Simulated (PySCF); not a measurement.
# BrCl₂Ga₂H₃: NMR shifts at several levels of theory, part 1 of 2

How much do the NMR shifts of BrCl₂Ga₂H₃ (`[Br][GaH-]1[Cl+][GaH2-][Cl+]1`) depend on the level of theory, and what does each level cost?

Programs: PySCF 2.14.0, with density-fitted response routines of our own. Each step states its level of theory. These are calculated values for one molecule in the gas phase, unless marked as measured. Atoms are numbered from 0 throughout.

## 1. The molecule as given

8 atoms, charge 0, multiplicity 1; geometry from: PBE0-D3(BJ)/def2-SVP.

Bonds of the start (Å): Br0–Ga1 2.28, Ga1–Cl2 2.34, Cl2–Ga3 2.38, Ga3–Cl4 2.39, Cl4–Ga1 2.34, Ga1–H5 1.55, Ga3–H6 1.55, Ga3–H7 1.55.

## 2. Nuclear shieldings: PBE0/pcSseg-1

The job: settings as JSON, then the geometry in Å.

```
{"job": {"kind": "nmr", "xc": "PBE0", "basis": "pcSseg-1", "pop": false}, "charge": 0, "multiplicity": 1}
Br     3.028380     0.780721     0.539934
Ga     1.453434    -0.699352    -0.189522
Cl    -0.213048    -0.775514     1.456594
Ga    -1.634229     0.593441     0.118838
Cl     0.030439     0.528209    -1.590653
H      1.725151    -2.115809    -0.751619
H     -1.560642     2.015879     0.731416
H     -2.771175    -0.345083    -0.365886
```

With the program's defaults for keys left out, this is: GIAO PBE0/pcSseg-1 NMR shielding, non-relativistic, gas phase.

Launch:

```console
OMP_NUM_THREADS=1 python probes_run.py task.json out
```

One launch serves the whole session: the jobs run in the order shown.

The log of the run:

```text
coarse grid: 42216 points
cycle   1  E = -7344.2489814232  dE = -2.005e+00  |g| = 1.544e+00  |ddm| = 3.008e+00
cycle   2  E = -7344.1336773870  dE =  1.153e-01  |g| = 1.694e+00  |ddm| = 1.679e+00
cycle   3  E = -7344.4145388050  dE = -2.809e-01  |g| = 2.060e-01  |ddm| = 1.097e+00
cycle   4  E = -7344.4188772738  dE = -4.338e-03  |g| = 5.367e-02  |ddm| = 1.485e-01
cycle   5  E = -7344.4191655112  dE = -2.882e-04  |g| = 1.372e-02  |ddm| = 4.907e-02
cycle   6  E = -7344.4191944616  dE = -2.895e-05  |g| = 2.510e-03  |ddm| = 1.178e-02
cycle   7  E = -7344.4191948970  dE = -4.354e-07  |g| = 7.460e-04  |ddm| = 2.326e-03
final grid: 79264 points
cycle   8  E = -7344.4189719154  dE = -1.544e-08  |g| = 1.031e-03  |ddm| = 2.448e-03
cycle   9  E = -7344.4189717812  dE =  1.342e-07  |g| = 1.417e-03  |ddm| = 2.621e-03
cycle  10  E = -7344.4189721478  dE = -3.666e-07  |g| = 1.406e-04  |ddm| = 1.349e-03
cycle  11  E = -7344.4189721500  dE = -2.210e-09  |g| = 2.168e-05  |ddm| = 9.848e-05
cycle  12  E = -7344.4189721501  dE = -9.823e-11  |g| = 1.775e-06  |ddm| = 2.361e-05
converged SCF energy = -7344.4189721501

GIAO shielding tensors (ppm)
atom      isotropic    diamagn.    paramagn.     s11        s22        s33       span
  0 Br    2504.408    3125.297    -620.889   2241.233   2461.999   2809.991    568.757
  1 Ga    1451.339    2635.290   -1183.951   1279.757   1308.481   1765.779    486.022
  2 Cl     877.160    1149.681    -272.521    716.870    886.476   1028.133    311.262
  3 Ga    1466.613    2636.356   -1169.743   1269.032   1322.899   1807.907    538.875
  4 Cl     876.031    1149.662    -273.630    716.255    884.156   1027.684    311.428
  5 H       25.640      25.970      -0.330     18.387     19.796     38.737     20.350
  6 H       25.876      27.173      -1.296     19.602     21.024     37.003     17.401
  7 H       25.946      27.052      -1.105     19.938     20.224     37.677     17.738
```

Run time: 53 s. Hardware: 1 thread of Arm Neoverse N1, shared host; peak memory 1 GiB.

The references, computed at this level on geometries of the same kind, shield at (ppm): ¹H TMS 31.27, ⁷¹Ga GaH4- 1710, ³⁵Cl HCl 943, ⁷⁹Br HBr 2584. Their shielding less the atom's gives the shift. The references are single molecules in the gas phase. Shifts against hydride references such as AlH4− lie on their own scale. Atoms listed in one row are averaged.

```csv
atoms,environment,σ (ppm),δ (ppm)
H5,"hydrogen on a Ga bonded to Br, 2 Cl, in a 4-membered ring",25.64,5.63
H6,"hydrogen on a Ga bonded to 2 Cl, in a 4-membered ring",25.88,5.39
H7,"hydrogen on a Ga bonded to 2 Cl, in a 4-membered ring",25.95,5.32
Br0,bromine bonded to Ga,2504,80
Ga1,"Ga bonded to Br, 2 Cl, H, in a 4-membered ring",1451,259
Ga3,"Ga bonded to 2 Cl, 2 H, in a 4-membered ring",1467,244
"Cl2, Cl4","chlorine bonded to 2 Ga, in a 4-membered ring",877,67
```

## 3. NMR shieldings: mPW1PW91/pcSseg-1

The job, as its differences from that of step 2:

```diff
@@ -1,2 +1,2 @@
-{"job": {"kind": "nmr", "xc": "PBE0", "basis": "pcSseg-1", "pop": false}, "charge": 0, "multiplicity": 1}
+{"job": {"kind": "nmr", "xc": "mPW1PW91", "basis": "pcSseg-1", "pop": false}, "charge": 0, "multiplicity": 1}
 Br     3.028380     0.780721     0.539934
```

With the program's defaults for keys left out, this is: GIAO mPW1PW91/pcSseg-1 NMR shielding, non-relativistic, gas phase.

The log of the run:

```text
coarse grid: 42216 points
cycle   1  E = -7345.9121667563  dE = -2.000e+00  |g| = 1.525e+00  |ddm| = 2.999e+00
cycle   2  E = -7345.7972054999  dE =  1.150e-01  |g| = 1.679e+00  |ddm| = 1.680e+00
cycle   3  E = -7346.0754362593  dE = -2.782e-01  |g| = 2.041e-01  |ddm| = 1.094e+00
cycle   4  E = -7346.0797005365  dE = -4.264e-03  |g| = 5.329e-02  |ddm| = 1.472e-01
cycle   5  E = -7346.0799834489  dE = -2.829e-04  |g| = 1.370e-02  |ddm| = 4.866e-02
cycle   6  E = -7346.0800121688  dE = -2.872e-05  |g| = 2.462e-03  |ddm| = 1.170e-02
cycle   7  E = -7346.0800125790  dE = -4.102e-07  |g| = 7.486e-04  |ddm| = 2.316e-03
final grid: 79264 points
cycle   8  E = -7346.0797732405  dE = -2.227e-08  |g| = 1.024e-03  |ddm| = 2.487e-03
cycle   9  E = -7346.0797731061  dE =  1.344e-07  |g| = 1.413e-03  |ddm| = 2.615e-03
cycle  10  E = -7346.0797734714  dE = -3.653e-07  |g| = 1.397e-04  |ddm| = 1.346e-03
cycle  11  E = -7346.0797734736  dE = -2.212e-09  |g| = 2.219e-05  |ddm| = 9.862e-05
cycle  12  E = -7346.0797734737  dE = -8.731e-11  |g| = 1.832e-06  |ddm| = 2.358e-05
converged SCF energy = -7346.0797734737

GIAO shielding tensors (ppm)
atom      isotropic    diamagn.    paramagn.     s11        s22        s33       span
  0 Br    2501.636    3125.513    -623.877   2236.457   2454.424   2814.025    577.569
  1 Ga    1447.779    2635.501   -1187.722   1275.543   1304.440   1763.353    487.810
  2 Cl     875.177    1149.915    -274.738    714.317    885.339   1025.875    311.557
  3 Ga    1463.025    2636.518   -1173.493   1265.196   1317.906   1805.973    540.777
  4 Cl     874.026    1149.896    -275.870    713.667    882.990   1025.422    311.755
  5 H       25.701      26.031      -0.330     18.455     19.858     38.790     20.335
  6 H       25.945      27.230      -1.285     19.674     21.093     37.068     17.394
  7 H       26.015      27.106      -1.090     20.011     20.292     37.743     17.733
```

Run time: 53 s. Hardware: 1 thread of Arm Neoverse N1, shared host; peak memory 1 GiB.

Key values: δ Br0 73, Ga1 255, Ga3 240, Cl2 65, H5 5.62, H6 5.37 ppm (means over like atoms).

## 4. Nuclear shieldings: WP04/pcSseg-1

The job, as its differences from that of step 3:

```diff
@@ -1,2 +1,2 @@
-{"job": {"kind": "nmr", "xc": "mPW1PW91", "basis": "pcSseg-1", "pop": false}, "charge": 0, "multiplicity": 1}
+{"job": {"kind": "nmr", "xc": "WP04", "basis": "pcSseg-1", "pop": false}, "charge": 0, "multiplicity": 1}
 Br     3.028380     0.780721     0.539934
```

With the program's defaults for keys left out, this is: GIAO WP04/pcSseg-1 NMR shielding, non-relativistic, gas phase.

The log of the run:

```text
coarse grid: 42216 points
cycle   1  E = -7387.9034380684  dE = -1.976e+00  |g| = 9.066e-01  |ddm| = 2.930e+00
cycle   2  E = -7387.7968691057  dE =  1.066e-01  |g| = 1.119e+00  |ddm| = 1.791e+00
cycle   3  E = -7388.0130102424  dE = -2.161e-01  |g| = 1.771e-01  |ddm| = 1.128e+00
cycle   4  E = -7388.0168457769  dE = -3.836e-03  |g| = 5.986e-02  |ddm| = 1.570e-01
cycle   5  E = -7388.0174536734  dE = -6.079e-04  |g| = 1.188e-02  |ddm| = 6.293e-02
cycle   6  E = -7388.0174769072  dE = -2.323e-05  |g| = 3.478e-03  |ddm| = 1.316e-02
cycle   7  E = -7388.0174780832  dE = -1.176e-06  |g| = 7.213e-04  |ddm| = 2.802e-03
final grid: 79264 points
cycle   8  E = -7388.0171882631  dE = -1.739e-07  |g| = 9.530e-04  |ddm| = 2.965e-03
cycle   9  E = -7388.0171881779  dE =  8.519e-08  |g| = 1.320e-03  |ddm| = 1.671e-03
cycle  10  E = -7388.0171883709  dE = -1.930e-07  |g| = 1.010e-04  |ddm| = 9.234e-04
cycle  11  E = -7388.0171883722  dE = -1.250e-09  |g| = 2.182e-05  |ddm| = 9.533e-05
cycle  12  E = -7388.0171883723  dE = -8.549e-11  |g| = 3.851e-06  |ddm| = 2.506e-05
converged SCF energy = -7388.0171883723

GIAO shielding tensors (ppm)
atom      isotropic    diamagn.    paramagn.     s11        s22        s33       span
  0 Br    2446.525    3132.199    -685.673   2148.759   2328.431   2862.386    713.626
  1 Ga    1474.201    2640.888   -1166.687   1296.579   1332.318   1793.706    497.127
  2 Cl     855.085    1154.458    -299.373    689.227    873.837   1002.191    312.964
  3 Ga    1487.855    2641.747   -1153.892   1297.990   1331.327   1834.247    536.257
  4 Cl     853.819    1154.437    -300.618    688.336    871.375   1001.747    313.410
  5 H       26.511      26.883      -0.372     19.344     20.737     39.452     20.108
  6 H       26.846      28.181      -1.336     20.670     22.057     37.811     17.141
  7 H       26.916      27.994      -1.078     20.993     21.263     38.493     17.500
```

Wall time 54 s (1 thread of Arm Neoverse N1, shared host); peak memory 1 GiB.

This run: δ Br0 9, Ga1 193, Ga3 179, Cl2 47, H5 5.05, H6 4.72 ppm (means over like atoms).

## 5. NMR shieldings: B97-2/pcSseg-1

The job, as its differences from that of step 4:

```diff
@@ -1,2 +1,2 @@
-{"job": {"kind": "nmr", "xc": "WP04", "basis": "pcSseg-1", "pop": false}, "charge": 0, "multiplicity": 1}
+{"job": {"kind": "nmr", "xc": "B97-2", "basis": "pcSseg-1", "pop": false}, "charge": 0, "multiplicity": 1}
 Br     3.028380     0.780721     0.539934
```

Level: GIAO B97-2/pcSseg-1 NMR shielding, non-relativistic, gas phase.

The log of the run:

```text
coarse grid: 42216 points
cycle   1  E = -7347.1298304138  dE = -2.010e+00  |g| = 1.361e+00  |ddm| = 2.970e+00
cycle   2  E = -7347.0201430303  dE =  1.097e-01  |g| = 1.521e+00  |ddm| = 1.617e+00
cycle   3  E = -7347.2652513441  dE = -2.451e-01  |g| = 2.029e-01  |ddm| = 1.068e+00
cycle   4  E = -7347.2696949058  dE = -4.444e-03  |g| = 5.339e-02  |ddm| = 1.511e-01
cycle   5  E = -7347.2700031612  dE = -3.083e-04  |g| = 1.376e-02  |ddm| = 4.990e-02
cycle   6  E = -7347.2700325740  dE = -2.941e-05  |g| = 2.338e-03  |ddm| = 1.186e-02
cycle   7  E = -7347.2700328963  dE = -3.223e-07  |g| = 7.825e-04  |ddm| = 2.241e-03
final grid: 79264 points
cycle   8  E = -7347.2698286464  dE = -4.584e-10  |g| = 1.121e-03  |ddm| = 2.687e-03
cycle   9  E = -7347.2698284374  dE =  2.090e-07  |g| = 1.610e-03  |ddm| = 2.946e-03
cycle  10  E = -7347.2698289288  dE = -4.914e-07  |g| = 1.515e-04  |ddm| = 1.557e-03
cycle  11  E = -7347.2698289316  dE = -2.725e-09  |g| = 2.277e-05  |ddm| = 1.092e-04
cycle  12  E = -7347.2698289317  dE = -8.549e-11  |g| = 2.024e-06  |ddm| = 2.401e-05
converged SCF energy = -7347.2698289317

GIAO shielding tensors (ppm)
atom      isotropic    diamagn.    paramagn.     s11        s22        s33       span
  0 Br    2497.601    3126.622    -629.021   2230.616   2442.842   2819.346    588.730
  1 Ga    1460.841    2636.296   -1175.455   1288.172   1319.145   1775.207    487.035
  2 Cl     876.283    1150.385    -274.103    717.492    886.984   1024.372    306.880
  3 Ga    1474.981    2637.344   -1162.362   1280.295   1328.613   1816.035    535.741
  4 Cl     875.153    1150.367    -275.213    716.827    884.690   1023.943    307.115
  5 H       25.804      26.142      -0.338     18.579     19.980     38.853     20.275
  6 H       26.057      27.369      -1.311     19.814     21.223     37.135     17.321
  7 H       26.127      27.235      -1.109     20.145     20.425     37.809     17.664
```

It took 56 s on 1 thread of Arm Neoverse N1, shared host; peak memory 1 GiB.

Key values: δ Br0 65, Ga1 245, Ga3 231, Cl2 62, H5 5.57, H6 5.32 ppm (means over like atoms).

## 6. Shielding tensors: BHandHLYP/pcSseg-1

The job, as its differences from that of step 5:

```diff
@@ -1,2 +1,2 @@
-{"job": {"kind": "nmr", "xc": "B97-2", "basis": "pcSseg-1", "pop": false}, "charge": 0, "multiplicity": 1}
+{"job": {"kind": "nmr", "xc": "BHandHLYP", "basis": "pcSseg-1", "pop": false}, "charge": 0, "multiplicity": 1}
 Br     3.028380     0.780721     0.539934
```

Method: GIAO BHandHLYP/pcSseg-1 NMR shielding, non-relativistic, gas phase.

The log of the run:

```text
coarse grid: 42216 points
cycle   1  E = -7345.3210065211  dE = -2.069e+00  |g| = 1.236e+00  |ddm| = 2.909e+00
cycle   2  E = -7345.3176516477  dE =  3.355e-03  |g| = 1.138e+00  |ddm| = 1.262e+00
cycle   3  E = -7345.4437530910  dE = -1.261e-01  |g| = 1.255e-01  |ddm| = 6.993e-01
cycle   4  E = -7345.4449943506  dE = -1.241e-03  |g| = 2.619e-02  |ddm| = 6.183e-02
cycle   5  E = -7345.4450487500  dE = -5.440e-05  |g| = 5.930e-03  |ddm| = 1.957e-02
cycle   6  E = -7345.4450536122  dE = -4.862e-06  |g| = 2.109e-03  |ddm| = 6.175e-03
final grid: 79264 points
cycle   7  E = -7345.4449215537  dE = -1.684e-07  |g| = 2.285e-03  |ddm| = 2.929e-03
cycle   8  E = -7345.4449214449  dE =  1.088e-07  |g| = 2.584e-03  |ddm| = 2.451e-03
cycle   9  E = -7345.4449220380  dE = -5.930e-07  |g| = 6.516e-05  |ddm| = 1.290e-03
cycle  10  E = -7345.4449220385  dE = -5.712e-10  |g| = 1.792e-05  |ddm| = 5.480e-05
converged SCF energy = -7345.4449220385

GIAO shielding tensors (ppm)
atom      isotropic    diamagn.    paramagn.     s11        s22        s33       span
  0 Br    2580.512    3125.850    -545.338   2340.240   2547.923   2853.373    513.134
  1 Ga    1512.760    2634.560   -1121.800   1345.793   1375.041   1817.445    471.652
  2 Cl     904.840    1150.232    -245.392    751.876    916.569   1046.075    294.198
  3 Ga    1529.714    2635.884   -1106.170   1334.768   1383.413   1870.961    536.192
  4 Cl     903.851    1150.214    -246.363    751.337    914.514   1045.702    294.366
  5 H       26.113      26.197      -0.084     18.861     20.261     39.218     20.356
  6 H       26.309      27.408      -1.098     20.001     21.444     37.484     17.483
  7 H       26.378      27.288      -0.910     20.346     20.622     38.167     17.820
```

Run time: 51 s. Hardware: 1 thread of Arm Neoverse N1, shared host; peak memory 1 GiB.

In short: δ Br0 2, Ga1 235, Ga3 218, Cl2 37, H5 5.33, H6 5.13 ppm (means over like atoms).

## 7. Shielding tensors: CAM-B3LYP/pcSseg-1

The job, as its differences from that of step 6:

```diff
@@ -1,2 +1,2 @@
-{"job": {"kind": "nmr", "xc": "BHandHLYP", "basis": "pcSseg-1", "pop": false}, "charge": 0, "multiplicity": 1}
+{"job": {"kind": "nmr", "xc": "CAM-B3LYP", "basis": "pcSseg-1", "pop": false}, "charge": 0, "multiplicity": 1}
 Br     3.028380     0.780721     0.539934
```

With the program's defaults for keys left out, this is: GIAO CAM-B3LYP/pcSseg-1 NMR shielding, non-relativistic, gas phase.

The log of the run:

```text
coarse grid: 42216 points
cycle   1  E = -7345.7606369090  dE = -2.011e+00  |g| = 1.552e+00  |ddm| = 2.926e+00
cycle   2  E = -7345.7196971230  dE =  4.094e-02  |g| = 1.559e+00  |ddm| = 1.551e+00
cycle   3  E = -7345.9381438465  dE = -2.184e-01  |g| = 1.629e-01  |ddm| = 8.843e-01
cycle   4  E = -7345.9399958358  dE = -1.852e-03  |g| = 3.508e-02  |ddm| = 7.051e-02
cycle   5  E = -7345.9400818496  dE = -8.601e-05  |g| = 7.013e-03  |ddm| = 2.334e-02
cycle   6  E = -7345.9400888093  dE = -6.960e-06  |g| = 2.872e-03  |ddm| = 7.726e-03
final grid: 79264 points
cycle   7  E = -7345.9398715340  dE = -2.237e-07  |g| = 3.475e-03  |ddm| = 4.201e-03
cycle   8  E = -7345.9398710275  dE =  5.065e-07  |g| = 4.352e-03  |ddm| = 3.690e-03
cycle   9  E = -7345.9398725998  dE = -1.572e-06  |g| = 8.669e-05  |ddm| = 2.001e-03
cycle  10  E = -7345.9398726016  dE = -1.797e-09  |g| = 3.038e-05  |ddm| = 1.208e-04
cycle  11  E = -7345.9398726019  dE = -3.438e-10  |g| = 1.566e-05  |ddm| = 6.801e-05
converged SCF energy = -7345.9398726019

GIAO shielding tensors (ppm)
atom      isotropic    diamagn.    paramagn.     s11        s22        s33       span
  0 Br    2505.109    3125.453    -620.344   2232.089   2460.834   2822.403    590.314
  1 Ga    1435.544    2635.335   -1199.792   1267.091   1287.588   1751.953    484.862
  2 Cl     878.798    1150.317    -271.519    710.359    891.091   1034.943    324.584
  3 Ga    1453.224    2636.269   -1183.045   1247.221   1312.973   1799.478    552.257
  4 Cl     877.706    1150.299    -272.592    709.748    888.801   1034.570    324.821
  5 H       25.749      26.180      -0.431     18.508     19.912     38.827     20.319
  6 H       25.962      27.344      -1.381     19.705     21.112     37.071     17.366
  7 H       26.034      27.203      -1.169     20.039     20.311     37.752     17.713
```

Wall time 76 s (1 thread of Arm Neoverse N1, shared host); peak memory 1.2 GiB.

Key values: δ Br0 59, Ga1 271, Ga3 253, Cl2 61, H5 5.58, H6 5.37 ppm (means over like atoms).

## 8. NMR shieldings: wB97X-D/pcSseg-1

The job, as its differences from that of step 7:

```diff
@@ -1,2 +1,2 @@
-{"job": {"kind": "nmr", "xc": "CAM-B3LYP", "basis": "pcSseg-1", "pop": false}, "charge": 0, "multiplicity": 1}
+{"job": {"kind": "nmr", "xc": "wB97X-D", "basis": "pcSseg-1", "pop": false}, "charge": 0, "multiplicity": 1}
 Br     3.028380     0.780721     0.539934
```

Level: GIAO wB97X-D/pcSseg-1 NMR shielding, non-relativistic, gas phase.

The log of the run:

```text
coarse grid: 42216 points
cycle   1  E = -7345.5548158539  dE = -2.045e+00  |g| = 1.469e+00  |ddm| = 2.912e+00
cycle   2  E = -7345.5491427722  dE =  5.673e-03  |g| = 1.404e+00  |ddm| = 1.469e+00
cycle   3  E = -7345.7238275549  dE = -1.747e-01  |g| = 1.480e-01  |ddm| = 7.664e-01
cycle   4  E = -7345.7253174294  dE = -1.490e-03  |g| = 3.002e-02  |ddm| = 6.848e-02
cycle   5  E = -7345.7254178031  dE = -1.004e-04  |g| = 5.681e-03  |ddm| = 2.390e-02
cycle   6  E = -7345.7254269376  dE = -9.135e-06  |g| = 3.036e-03  |ddm| = 1.070e-02
final grid: 79264 points
cycle   7  E = -7345.7251565248  dE = -1.483e-06  |g| = 3.746e-03  |ddm| = 5.631e-03
cycle   8  E = -7345.7251563376  dE =  1.872e-07  |g| = 4.254e-03  |ddm| = 3.960e-03
cycle   9  E = -7345.7251577931  dE = -1.455e-06  |g| = 1.970e-04  |ddm| = 1.978e-03
cycle  10  E = -7345.7251578010  dE = -7.871e-09  |g| = 6.230e-05  |ddm| = 2.470e-04
cycle  11  E = -7345.7251578026  dE = -1.688e-09  |g| = 1.938e-05  |ddm| = 1.373e-04
cycle  12  E = -7345.7251578028  dE = -1.346e-10  |g| = 4.570e-06  |ddm| = 4.266e-05
converged SCF energy = -7345.7251578028

GIAO shielding tensors (ppm)
atom      isotropic    diamagn.    paramagn.     s11        s22        s33       span
  0 Br    2530.865    3125.583    -594.718   2272.064   2484.226   2836.306    564.242
  1 Ga    1448.762    2635.227   -1186.465   1280.144   1302.225   1763.917    483.772
  2 Cl     883.882    1150.179    -266.297    722.206    895.988   1033.452    311.245
  3 Ga    1462.874    2636.409   -1173.535   1257.339   1319.830   1811.453    554.114
  4 Cl     882.779    1150.160    -267.381    721.499    893.776   1033.062    311.563
  5 H       25.836      26.109      -0.273     18.607     19.993     38.907     20.300
  6 H       26.028      27.311      -1.284     19.755     21.173     37.155     17.399
  7 H       26.097      27.178      -1.081     20.094     20.359     37.838     17.745
```

It took 75 s on 1 thread of Arm Neoverse N1, shared host; peak memory 1.1 GiB.

In short: δ Br0 45, Ga1 265, Ga3 251, Cl2 56, H5 5.54, H6 5.35 ppm (means over like atoms).

## 9. Nuclear shieldings: LC-wPBE/pcSseg-1

The job, as its differences from that of step 8:

```diff
@@ -1,2 +1,2 @@
-{"job": {"kind": "nmr", "xc": "wB97X-D", "basis": "pcSseg-1", "pop": false}, "charge": 0, "multiplicity": 1}
+{"job": {"kind": "nmr", "xc": "LC-wPBE", "basis": "pcSseg-1", "pop": false}, "charge": 0, "multiplicity": 1}
 Br     3.028380     0.780721     0.539934
```

With the program's defaults for keys left out, this is: GIAO LC-wPBE/pcSseg-1 NMR shielding, non-relativistic, gas phase.

The log of the run:

```text
coarse grid: 42216 points
cycle   1  E = -7344.2471222730  dE = -2.048e+00  |g| = 1.638e+00  |ddm| = 2.941e+00
cycle   2  E = -7344.2608008765  dE = -1.368e-02  |g| = 1.512e+00  |ddm| = 1.459e+00
cycle   3  E = -7344.4430808641  dE = -1.823e-01  |g| = 1.553e-01  |ddm| = 7.378e-01
cycle   4  E = -7344.4448617255  dE = -1.781e-03  |g| = 3.133e-02  |ddm| = 7.894e-02
cycle   5  E = -7344.4450033948  dE = -1.417e-04  |g| = 6.879e-03  |ddm| = 2.934e-02
cycle   6  E = -7344.4450240050  dE = -2.061e-05  |g| = 2.847e-03  |ddm| = 1.709e-02
cycle   7  E = -7344.4450256017  dE = -1.597e-06  |g| = 8.878e-04  |ddm| = 3.840e-03
final grid: 79264 points
cycle   8  E = -7344.4446649363  dE = -2.079e-07  |g| = 9.114e-04  |ddm| = 1.934e-03
cycle   9  E = -7344.4446649901  dE = -5.388e-08  |g| = 1.040e-03  |ddm| = 9.213e-04
cycle  10  E = -7344.4446650717  dE = -8.160e-08  |g| = 4.972e-05  |ddm| = 4.284e-04
cycle  11  E = -7344.4446650740  dE = -2.259e-09  |g| = 2.409e-05  |ddm| = 1.658e-04
cycle  12  E = -7344.4446650743  dE = -2.765e-10  |g| = 4.870e-06  |ddm| = 6.386e-05
converged SCF energy = -7344.4446650743

GIAO shielding tensors (ppm)
atom      isotropic    diamagn.    paramagn.     s11        s22        s33       span
  0 Br    2592.099    3124.876    -532.776   2352.823   2560.356   2863.119    510.296
  1 Ga    1446.313    2635.077   -1188.763   1273.463   1299.484   1765.994    492.532
  2 Cl     913.155    1150.057    -236.902    760.168    926.617   1052.680    292.511
  3 Ga    1461.475    2636.113   -1174.639   1247.940   1310.740   1825.744    577.804
  4 Cl     912.148    1150.037    -237.889    759.604    924.531   1052.309    292.706
  5 H       25.968      26.077      -0.109     18.722     20.096     39.086     20.364
  6 H       26.142      27.227      -1.085     19.821     21.251     37.353     17.532
  7 H       26.216      27.099      -0.883     20.179     20.421     38.048     17.869
```

Run time: 79 s. Hardware: 1 thread of Arm Neoverse N1, shared host; peak memory 1 GiB.

Key values: δ Br0 -6, Ga1 260, Ga3 245, Cl2 34, H5 5.36, H6 5.18 ppm (means over like atoms).

(Continued in part 2 of 2.)
